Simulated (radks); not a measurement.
# F in [He] 2s2 2p5: an all-electron calculation

The task here is to estimate one member of a computed series from the others.

Method: non-relativistic Kohn-Sham, exchange-only B88, spin-polarised, spherical densities, point nucleus; open shells are filled with parallel spins first. Code: radks (a radial shooting solver on a logarithmic mesh, Libxc functionals) version 1.

### Starting point

```
element       : fluorine (Z = 9)
charge        : 0
electrons     : 9
configuration : [He] 2s2 2p5
```

Outer shells as boxes (Hund's rule):

F
```
[He] core
2s [↑↓]
2p [↑↓][↑↓][↑ ]
```

Set-up of the first run:

Input:

```text
Z 9
configuration [He] 2s2 2p5 3s0 3p0 3d0
relativity non-relativistic
functional b88,
spin polarised
nucleus point
```

On the command line:

```sh
$ python run_ks.py task.json out
```

All runs below come from this command, one after another.

Steps of the session up to this table: Self-consistent calculation.

One table of the session follows, with a row left open; its other results are not shown here.

Sizes of the orbitals, from the radial functions (bohr):

| level | <r> | outermost maximum (interpolated) | 90 % within |
| --- | --- | --- | --- |
| 1s up | 0.1766 | 0.115 | 0.316 |
| 1s down | ? | ? | ? |
| 2s up | 1.001 | 0.762 | 1.61 |
| 2s down | 1.015 | 0.767 | 1.64 |
| 2p up | 1.091 | 0.699 | 1.93 |
| 2p down | 1.139 | 0.710 | 2.03 |

Estimate the missing values for 1s down.

**Answer.** <r>: 0.1764; outermost maximum (interpolated): 0.115; 90 % within: 0.316. In the column «<r>» it is the lowest.

Caveats from the session: Open shells are spherical and high-spin; term and fine-structure splittings are not resolved.
